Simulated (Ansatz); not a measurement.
# FH5SSi2: the cost of one run

Program: Ansatz 0.2.0. Level of theory: RKS PBE0-D4/def2-SVP. These are calculated values, not measurements.

## (1) The system as given

Bond lengths: Si1–F2 2.002 Å, Si1–S3 2.066 Å, Si1–H5 1.459 Å, Si1–Si6 2.313 Å, Si6–H7 1.467 Å, Si6–H8 1.463 Å, Si6–H9 1.464 Å. Angles: F2–Si1–S3 83.8°, F2–Si1–H5 92.3°, F2–Si1–Si6 105.8°, S3–Si1–H5 116.1°, S3–Si1–Si6 124.9°, H5–Si1–Si6 117.5°, Si1–Si6–H7 108.3°, Si1–Si6–H8 111.9°, Si1–Si6–H9 110.6°, H7–Si6–H8 108.6°, H7–Si6–H9 109.0°, H8–Si6–H9 108.5°.

As a file:

```xyz
9

Si   -0.7206    0.4759   -0.1913
F    -0.9486   -0.9039   -1.6244
S    -0.4550    1.7626   -1.7858
H    -0.7780    0.0789   -2.3008
H    -2.0927    0.3039    0.2740
Si    0.9750   -0.3077    1.1732
H     1.0746    0.5782    2.3377
H     2.2659   -0.3216    0.4858
H     0.6794   -1.6664    1.6316
```

## (2) Pulling towards end A

Springs on the bonds that form and break draw the guess towards this end; the thresholds are loose.

File input.yaml:

```yaml
crystal:
  periodic: [false, false, false]
  atoms:
    - { symbol: Si, position_ang: [-0.7206, 0.4759, -0.1913] }
    - { symbol: F, position_ang: [-0.9486, -0.9039, -1.6244] }
    - { symbol: S, position_ang: [-0.455, 1.7626, -1.7858] }
    - { symbol: H, position_ang: [-0.778, 0.0789, -2.3008] }
    - { symbol: H, position_ang: [-2.0927, 0.3039, 0.274] }
    - { symbol: Si, position_ang: [0.975, -0.3077, 1.1732] }
    - { symbol: H, position_ang: [1.0746, 0.5782, 2.3377] }
    - { symbol: H, position_ang: [2.2659, -0.3216, 0.4858] }
    - { symbol: H, position_ang: [0.6794, -1.6664, 1.6316] }
basis:
  gaussian: { orbitals: def2-SVP }
hamiltonian:
  xc: pbe0
  dispersion: d4
relax:
  f_tol: 0.15
  max_steps: 25
  restrain:
    - { distance: [3, 1], at: 2.18, k: 30.0 }
    - { distance: [0, 1], at: 1.68, k: 30.0 }
    - { distance: [3, 2], at: 1.36, k: 30.0 }
output:
  orbitals: {}
```

On the command line:

```bash
$ ansatz run input.yaml --threads 2 --pin off --max-ram 3072MiB --backend cpu --events-out ev --progress --plain --runs-dir out
```

What time and memory should one allow on 2 threads of Arm Neoverse V2, shared host?

About 18 s, with a peak of 0.19 GiB.
